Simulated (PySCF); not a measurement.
**[ReF4]+: forces at shaken geometries**

Aim: move all atoms of relaxed [ReF4]+ at random and read energies and forces. It is a constructed species; whether it can be made isn't addressed.

Program: PySCF 2.14.0. Level of theory: TPSS, Re def2-SVP with ECP60, F def2-SVP; scalar-relativistic core potentials, no spin–orbit coupling. These are calculated values, not measurements.

2 further runs of the same task are left out: 2 for a known fault of the program.

## Step 1: Where the work starts

5 atoms, charge 1, spin multiplicity 1.

Bond lengths: Re1–F2 1.797 Å, Re1–F3 1.797 Å, Re1–F4 1.797 Å, Re1–F5 1.797 Å. Angles: F2–Re1–F3 95.2°, F2–Re1–F4 144.8°, F2–Re1–F5 95.2°, F3–Re1–F4 95.2°, F3–Re1–F5 144.8°, F4–Re1–F5 95.2°.

As a file:

```xyz
5

Re    0.00000    0.00000    0.00000
F     1.71285    0.00000   -0.54327
F     0.00000    1.71285    0.54327
F    -1.71285    0.00000   -0.54327
F     0.00000   -1.71285    0.54327
```

Formal oxidation states: Re +5. An earlier session relaxed this geometry at TPSS, Re def2-SVP with ECP60, F def2-SVP (singlet, point group D2d).

Its energy there is -477.126082 Eh.

## Step 2: Atoms moved at random, σ = 0.06 Å

Contents of run.py (the lines that set the calculation):

```python
mol = gto.M(atom='''
Re     0.03483     0.00791    -0.07881
F      1.82327    -0.00866    -0.56291
F     -0.00372     1.71424     0.52933
F     -1.75420    -0.05685    -0.50381
F     -0.10018    -1.65664     0.61620''',
    basis={'Re': 'def2-SVP', 'F': 'def2-SVP'},
    ecp={'Re': 'def2-SVP'},
    charge=1, spin=0)
mf = dft.RKS(mol, xc='TPSS')
mf.grids.atom_grid = (50, 194)
mf = mf.density_fit()  # fitting sets: Re def2-universal-JKFIT, F def2-universal-JKFIT
mf.conv_tol = 1e-08; mf.max_cycle = 55
mf.kernel(dm0)  # dm0: the density of the relaxed state
```

Command:

```
$ OMP_NUM_THREADS=2 python run.py
```

The log of the run:

```text
init E= -477.017404237599
  HOMO = -0.532269357912492  LUMO = -0.512052414983654  gap/eV = 0.55013
cycle= 1 E= -477.117536085225  delta_E= -0.1  |g|=  0.1  |ddm|= 0.518
  HOMO = -0.491142013171553  LUMO = -0.46878631290557  gap/eV = 0.60833
cycle= 2 E= -477.101617780843  delta_E= 0.0159  |g|= 0.297  |ddm|= 0.306
  HOMO = -0.502074860530804  LUMO = -0.478983725717557  gap/eV = 0.62834
cycle= 3 E= -477.119481480984  delta_E= -0.0179  |g|= 0.0359  |ddm|= 0.228
  HOMO = -0.504024703066396  LUMO = -0.481861215692658  gap/eV = 0.60310
cycle= 4 E= -477.119638541127  delta_E= -0.000157  |g|= 0.0166  |ddm|= 0.0411
  HOMO = -0.504726191935545  LUMO = -0.482386670363392  gap/eV = 0.60789
cycle= 5 E= -477.119670847235  delta_E= -3.23e-05  |g|= 0.00953  |ddm|= 0.0179
  HOMO = -0.504225529219507  LUMO = -0.481944436288979  gap/eV = 0.60630
cycle= 6 E= -477.119689520858  delta_E= -1.87e-05  |g|= 0.00141  |ddm|= 0.00849
  HOMO = -0.504205807871877  LUMO = -0.48193722335086  gap/eV = 0.60596
cycle= 7 E= -477.11968964921  delta_E= -1.28e-07  |g|= 0.00113  |ddm|= 0.0019
  HOMO = -0.504246953655097  LUMO = -0.481975526054435  gap/eV = 0.60604
cycle= 8 E= -477.119689904993  delta_E= -2.56e-07  |g|= 0.000125  |ddm|= 0.00129
  HOMO = -0.504243847461236  LUMO = -0.481972052556666  gap/eV = 0.60605
cycle= 9 E= -477.119689906481  delta_E= -1.49e-09  |g|= 0.000115  |ddm|= 0.000369
  HOMO = -0.504243941819857  LUMO = -0.481971747023045  gap/eV = 0.60606
cycle= 10 E= -477.119689909015  delta_E= -2.53e-09  |g|= 1.88e-05  |ddm|= 9.04e-05
  HOMO = -0.504241772324034  LUMO = -0.481969854218299  gap/eV = 0.60605
Extra cycle  E= -477.119689908286  delta_E= 7.29e-10  |g|= 6.41e-05  |ddm|= 0.000107
converged SCF energy = -477.119689908286
```

It took 3.4 s on 2 threads of Arm Neoverse V2, shared host.

Read off: E = -477.119690 Eh (+0.174 eV from the relaxed state), HOMO -13.72 eV, LUMO -13.12 eV, Mulliken charge on Re1 +1.52 e, largest force component 1.996 eV/Å. The gap is small, and the closed shell wasn't tested for a lower spin-broken solution.

```
atom      Fx      Fy  Fz (eV/Å)
 Re1   0.037  -0.080      0.174
  F2  -1.996  -0.079      0.393
  F3   0.012  -0.487     -0.372
  F4   1.537   0.320      0.087
  F5   0.409   0.326     -0.281
```

## Step 3: Atoms moved at random, σ = 0.1 Å

Contents of run.py (the lines that set the calculation):

```python
mol = gto.M(atom='''
Re     0.07845    -0.00778    -0.04438
F      1.64550    -0.19406    -0.66462
F      0.06641     1.76976     0.70116
F     -1.90574     0.01270    -0.57854
F      0.11538    -1.58061     0.58638''',
    basis={'Re': 'def2-SVP', 'F': 'def2-SVP'},
    ecp={'Re': 'def2-SVP'},
    charge=1, spin=0)
mf = dft.RKS(mol, xc='TPSS')
mf.grids.atom_grid = (50, 194)
mf = mf.density_fit()  # fitting sets: Re def2-universal-JKFIT, F def2-universal-JKFIT
mf.conv_tol = 1e-08; mf.max_cycle = 55
mf.kernel(dm0)  # dm0: the density of the relaxed state
```

Command:

```
$ OMP_NUM_THREADS=2 python run.py
```

The log of the run:

```text
init E= -476.951649207786
  HOMO = -0.545574844497167  LUMO = -0.532040542832543  gap/eV = 0.36829
cycle= 1 E= -476.967021421041  delta_E= -0.0154  |g|= 0.661  |ddm|= 1.31
  HOMO = -0.448826455185342  LUMO = -0.424655128319885  gap/eV = 0.65774
cycle= 2 E= -471.81950236752  delta_E= 5.15  |g|= 4.78  |ddm|= 3.49
  HOMO = -0.441291143103522  LUMO = -0.429189614857508  gap/eV = 0.32930
cycle= 3 E= -476.800297027077  delta_E= -4.98  |g|= 1.14  |ddm|= 3.03
  HOMO = -0.4925805705515  LUMO = -0.471887823399776  gap/eV = 0.56308
cycle= 4 E= -476.97686280906  delta_E= -0.177  |g|= 0.668  |ddm|= 1.09
  HOMO = -0.50305684037478  LUMO = -0.484911861703109  gap/eV = 0.49375
cycle= 5 E= -477.048554102902  delta_E= -0.0717  |g|= 0.287  |ddm|= 0.472
  HOMO = -0.49620326330587  LUMO = -0.479520501977314  gap/eV = 0.45396
cycle= 6 E= -477.061021609818  delta_E= -0.0125  |g|= 0.145  |ddm|= 0.215
  HOMO = -0.492917779129691  LUMO = -0.476313986232877  gap/eV = 0.45181
cycle= 7 E= -477.065551542656  delta_E= -0.00453  |g|= 0.0253  |ddm|= 0.164
  HOMO = -0.495535328632147  LUMO = -0.479261922894695  gap/eV = 0.44282
cycle= 8 E= -477.06566578291  delta_E= -0.000114  |g|= 0.0151  |ddm|= 0.0568
  HOMO = -0.495708166072089  LUMO = -0.47940848006039  gap/eV = 0.44354
cycle= 9 E= -477.065701924986  delta_E= -3.61e-05  |g|= 0.00684  |ddm|= 0.0117
  HOMO = -0.495654575146561  LUMO = -0.479276246819949  gap/eV = 0.44568
cycle= 10 E= -477.065711670491  delta_E= -9.75e-06  |g|= 0.000983  |ddm|= 0.0144
  HOMO = -0.495623267326355  LUMO = -0.479266644899164  gap/eV = 0.44509
cycle= 11 E= -477.065712109167  delta_E= -4.39e-07  |g|= 0.000292  |ddm|= 0.00773
  HOMO = -0.495626677356353  LUMO = -0.479264258100897  gap/eV = 0.44524
cycle= 12 E= -477.065712140656  delta_E= -3.15e-08  |g|= 4e-05  |ddm|= 0.00128
  HOMO = -0.495627138990515  LUMO = -0.47926347109652  gap/eV = 0.44528
cycle= 13 E= -477.065712141141  delta_E= -4.85e-10  |g|= 1.68e-05  |ddm|= 0.000146
  HOMO = -0.495626018512292  LUMO = -0.479262119289505  gap/eV = 0.44528
Extra cycle  E= -477.065712140174  delta_E= 9.67e-10  |g|= 6.98e-05  |ddm|= 0.000128
converged SCF energy = -477.065712140174
```

It took 3.8 s on 2 threads of Arm Neoverse V2, shared host.

Read off: E = -477.065712 Eh (+1.643 eV from the relaxed state), HOMO -13.49 eV, LUMO -13.04 eV, Mulliken charge on Re1 +1.48 e, largest force component 9.299 eV/Å. The gap is small, and the closed shell wasn't tested for a lower spin-broken solution.

```
atom      Fx      Fy  Fz (eV/Å)
 Re1  -9.299   8.191      0.352
  F2   4.626   0.004     -1.941
  F3   0.174  -3.100     -1.599
  F4   4.887  -0.147      1.320
  F5  -0.388  -4.948      1.868
```

## Step 4: Atoms moved at random, σ = 0.06 Å

Contents of run.py (the lines that set the calculation):

```python
mol = gto.M(atom='''
Re    -0.08129    -0.01410     0.00997
F      1.74403     0.02559    -0.52077
F      0.01105     1.71167     0.47050
F     -1.69434     0.02415    -0.46787
F      0.02055    -1.74731     0.50816''',
    basis={'Re': 'def2-SVP', 'F': 'def2-SVP'},
    ecp={'Re': 'def2-SVP'},
    charge=1, spin=0)
mf = dft.RKS(mol, xc='TPSS')
mf.grids.atom_grid = (50, 194)
mf = mf.density_fit()  # fitting sets: Re def2-universal-JKFIT, F def2-universal-JKFIT
mf.conv_tol = 1e-08; mf.max_cycle = 55
mf.kernel(dm0)  # dm0: the density of the relaxed state
```

Command:

```
$ OMP_NUM_THREADS=2 python run.py
```

The log of the run:

```text
init E= -477.110116710184
  HOMO = -0.508713770744937  LUMO = -0.478656859727611  gap/eV = 0.81789
cycle= 1 E= -477.079259971801  delta_E= 0.0309  |g|= 0.362  |ddm|= 0.636
  HOMO = -0.502049469798425  LUMO = -0.46249105848475  gap/eV = 1.07644
cycle= 2 E= -476.197582574973  delta_E= 0.882  |g|= 2.25  |ddm|= 1.72
  HOMO = -0.489963061478491  LUMO = -0.45646454254212  gap/eV = 0.91154
cycle= 3 E= -477.068246933147  delta_E= -0.871  |g|= 0.452  |ddm|= 1.39
  HOMO = -0.507927534580869  LUMO = -0.473097634698459  gap/eV = 0.94777
cycle= 4 E= -477.102658213664  delta_E= -0.0344  |g|= 0.163  |ddm|= 0.366
  HOMO = -0.506340963614861  LUMO = -0.473464192834486  gap/eV = 0.89462
cycle= 5 E= -477.107648817091  delta_E= -0.00499  |g|= 0.0319  |ddm|= 0.108
  HOMO = -0.506226126682332  LUMO = -0.473072165245552  gap/eV = 0.90217
cycle= 6 E= -477.107781278917  delta_E= -0.000132  |g|= 0.0196  |ddm|= 0.0348
  HOMO = -0.505183692197392  LUMO = -0.472066355481716  gap/eV = 0.90117
cycle= 7 E= -477.107856669949  delta_E= -7.54e-05  |g|= 0.00499  |ddm|= 0.0192
  HOMO = -0.505284314504308  LUMO = -0.472236373262886  gap/eV = 0.89928
cycle= 8 E= -477.107858205538  delta_E= -1.54e-06  |g|= 0.00396  |ddm|= 0.0055
  HOMO = -0.505497235781682  LUMO = -0.472428538884785  gap/eV = 0.89985
cycle= 9 E= -477.107861315851  delta_E= -3.11e-06  |g|= 0.00065  |ddm|= 0.00315
  HOMO = -0.50549341391503  LUMO = -0.472423485043928  gap/eV = 0.89988
cycle= 10 E= -477.107861413946  delta_E= -9.81e-08  |g|= 5.32e-05  |ddm|= 0.000579
  HOMO = -0.505495256195886  LUMO = -0.472424586875204  gap/eV = 0.89990
cycle= 11 E= -477.107861414468  delta_E= -5.22e-10  |g|= 1.06e-05  |ddm|= 6.25e-05
  HOMO = -0.505494290917177  LUMO = -0.472423396755208  gap/eV = 0.89990
Extra cycle  E= -477.107861414281  delta_E= 1.87e-10  |g|= 3.32e-05  |ddm|= 3.38e-05
converged SCF energy = -477.107861414281
```

Wall time 3.6 s (2 threads of Arm Neoverse V2, shared host).

Result: E = -477.107861 Eh (+0.496 eV from the relaxed state), HOMO -13.76 eV, LUMO -12.86 eV, Mulliken charge on Re1 +1.48 e, largest force component 8.649 eV/Å. The gap is small, and the closed shell wasn't tested for a lower spin-broken solution.

```
atom      Fx      Fy  Fz (eV/Å)
 Re1   8.649  -0.585      0.755
  F2  -2.813  -0.147      0.710
  F3  -0.112   0.295      0.218
  F4  -5.567   0.040     -1.655
  F5  -0.158   0.396     -0.027
```

## Step 5: Results

| σ (Å) | energy rise (eV) | harmonic estimate −½ F·u (eV) | largest force component (eV/Å) |
| --- | --- | --- | --- |
| 0.06 | 0.174 | 0.179 | 2.00 |
| 0.1 | 1.643 | 1.456 | 9.30 |
| 0.06 | 0.496 | 0.512 | 8.65 |

Every displacement raises the energy. For a harmonic well the rise equals −½ F·u; the two differ by at most 11 % here (a move with σ = 0.1 Å), from anharmonicity, the grid and the small forces left at the relaxed point. These are double-zeta-type bases without diffuse functions. Spin–orbit coupling is left out.
